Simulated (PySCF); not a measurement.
# Accurate constants of CuC, step by step

One table from this session's results is given with a row withheld; the runs are named, their logs left out.

Method: CCSD(T) on ROHF, scalar-relativistic core potentials; program: PySCF 2.14.0.

The first run:

| Item | Value |
| --- | --- |
| molecule | CuC |
| state | quartet, unpaired electrons σ ↑, π ↑↑ |
| smaller basis | Cu aug-cc-pVDZ-PP with ECP10, C aug-cc-pVDZ |
| larger basis | Cu aug-cc-pVTZ-PP with ECP10, C aug-cc-pVTZ |
| frozen core orbitals | 5 |
| extrapolation | correlation as n⁻³ (n = 2, 3), Hartree–Fock as (n+1)·exp(−9√n) |
| corrections | none |
| distances (Å) | 1.5765, 1.6481, 1.7198, 1.7914, 1.8631, 1.9527, 2.0422 |
| masses (u) | 62.9296, 12.0000 |
| dissociation limit | Cu + C |

The run is started by

```
$ OMP_NUM_THREADS=4 python comp.py task.json out
```

One of the session's tables, all rows but one given; the rest of the session is left out.

It belongs to the step «Constants step by step». 

```
                   level  Re (Å)  ωe (cm⁻¹)  ωexe (cm⁻¹)  αe (cm⁻¹)  De (eV)
CCSD(T)/aug-cc-pVDZ(-PP)       ?          ?            ?          ?        ?
CCSD(T)/aug-cc-pVTZ(-PP)  1.7899      610.5         4.56    0.00568    2.161
                  HF/CBS  1.9422      524.3         3.30    0.00411    1.337
                 MP2/CBS  1.7687      636.6         4.26    0.00512    2.309
                CCSD/CBS  1.8104      588.8         4.05    0.00526    2.017
             CCSD(T)/CBS  1.7850      614.7         4.51    0.00565    2.191
```

**Question.** Estimate the row for CCSD(T)/aug-cc-pVDZ(-PP).

The run gave: Re (Å): 1.8058; ωe (cm⁻¹): 599.4; ωexe (cm⁻¹): 4.69; αe (cm⁻¹): 0.00577; De (eV): 2.070. In the column «Re (Å)» it lies between CCSD(T)/aug-cc-pVTZ(-PP) (1.7899) and CCSD/CBS (1.8104).

The outer-core shells of Cu are frozen, which can move the bond length by hundredths of an ångström. An extrapolation from double and triple zeta is rough, so this isn't yet the limit.
